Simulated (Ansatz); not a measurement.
# ScC3: the cost of one run

Method: DFT PBE, scalar-relativistic, plane waves, PAW, in Ansatz 0.2.0.

4 further runs of the same task are left out: 1 that didn't finish, 3 set aside as unsound or not needed.

### 1 The starting structure

Symmetry: P6_3/mmc, No. 194, hexagonal system. The conventional cell has a = 4.968 Å, b = 4.968 Å, c = 3.988 Å, α = 90.00°, β = 90.00°, γ = 120.00°. Around Sc (site symmetry -6m2) lie 12 C at 2.45 to 2.48 Å. C (site symmetry mm2) is surrounded by 4 Sc at 2.45 to 2.48 Å and 8 C at 2.46 to 2.49 Å.

Structure file:

```xyz
8
Lattice="4.9681 0.0000 0.0000 -2.4841 4.3025 0.0000 0.0000 0.0000 3.9877" Properties=species:S:1:pos:R:3 pbc="T T T"
Sc    0.0000    2.8684    0.9969
Sc    2.4841    1.4342    2.9908
C     2.4841    2.8655    0.9969
C    -1.2395    3.5840    2.9908
C     1.2445    0.7185    0.9969
C     0.0000    1.4370    2.9908
C     3.7236    0.7185    0.9969
C     1.2395    3.5840    2.9908
```

This is candidate A: Ni3Sn (D0_19) type (P6_3/mmc, No. 194).

(A quick probe on a coarse mesh, which set the mesh and smearing, is not shown.)

### 3 Rough relaxation on the coarse mesh (candidate A)

input.yaml reads:

```yaml
crystal:
  lattice:
    - [4.9681289122, 0.0, 0.0]
    - [-2.4840644561, 4.3025258472, 0.0]
    - [0.0, 0.0, 3.9876899961]
  atoms:
    - { symbol: Sc, position: [0.3333333333, 0.6666666667, 0.25] }
    - { symbol: Sc, position: [0.6666666667, 0.3333333333, 0.75] }
    - { symbol: C, position: [0.833, 0.666, 0.25] }
    - { symbol: C, position: [0.167, 0.833, 0.75] }
    - { symbol: C, position: [0.334, 0.167, 0.25] }
    - { symbol: C, position: [0.167, 0.334, 0.75] }
    - { symbol: C, position: [0.833, 0.167, 0.25] }
    - { symbol: C, position: [0.666, 0.833, 0.75] }
basis:
  ecutwfc: 420
kpoints:
  mp_grid: { grid: [6, 6, 4] }
hamiltonian:
  xc: pbe
scf:
  occupations: { method: gaussian, width: 0.1 }
  lower_state_search: "off"
output:
  forces: true
  stress: true
  eigenvalues: true
relax:
  adjacent_minimum: "off"
  f_tol: 0.04
  max_steps: 70
  cell: { stress_tol: 0.4 }
```

Launch:

```console
> ansatz run input.yaml --threads 1 --pin off --max-ram 2560MiB --backend cpu --events-out ev --progress --plain --runs-dir out
```

**Question.** How long does this run take on 1 thread of Intel Xeon Platinum 8375C at 2.90GHz (Ice Lake), shared host, and how much memory does it need?

About 57 s, with a peak of 0.43 GiB.
